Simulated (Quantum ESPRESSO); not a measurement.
NbSi: zone-centre phonons under several settings

```
Nb Si
1.0
     3.15644    0.00000    0.00000
     0.00000    3.15644    0.00000
     0.00000    0.00000    3.15644
Nb Si
1 1
Direct
  0.00000 0.00000 0.00000
  0.50000 0.50000 0.50000
```

The cell was built by a generator and needn't be a form met in nature.

All runs used Quantum ESPRESSO 7.5; k mesh 8 × 8 × 8; given cell, atoms relaxed; no spin polarisation; occupations cold, width 0.2 eV.

| level | potentials | cutoff (eV) | pressure (GPa) | lowest optical mode without the field (cm⁻¹) |
| --- | --- | --- | --- | --- |
| PBE | GBRV 1.5 PBE | 612 | ? | ? |
| PBE | JTH 2.0 PBE | 707 | -0.3 | 260 |
| PBE | SG15 PBE 1.2 | 952 | 0.0 | 263 |
| PBE | SPMS 1.0 PBE | 952 | 0.0 | 261 |
| PBE | SSSP 1.3 efficiency PBE | 748 | -0.2 | 260 |
| PBE | Ansatz NC SR PBE | 1116 | -0.2 | 261 |
| PBE | PseudoDojo 0.4.1 SR PBE standard | 1116 | -0.1 | 261 |

Problem. What stands in the row left open?

Solution. Pressure -0.5 GPa; lowest optical mode without the field 259 cm⁻¹.

Caveats: the mesh is thin for the phonons of a metal; before the sum rule the acoustic modes lie tens of cm⁻¹ from zero, a sign that the density grid also shifts the optical modes (some runs).

For the row left open. Caveat: the mesh is thin for the phonons of a metal.
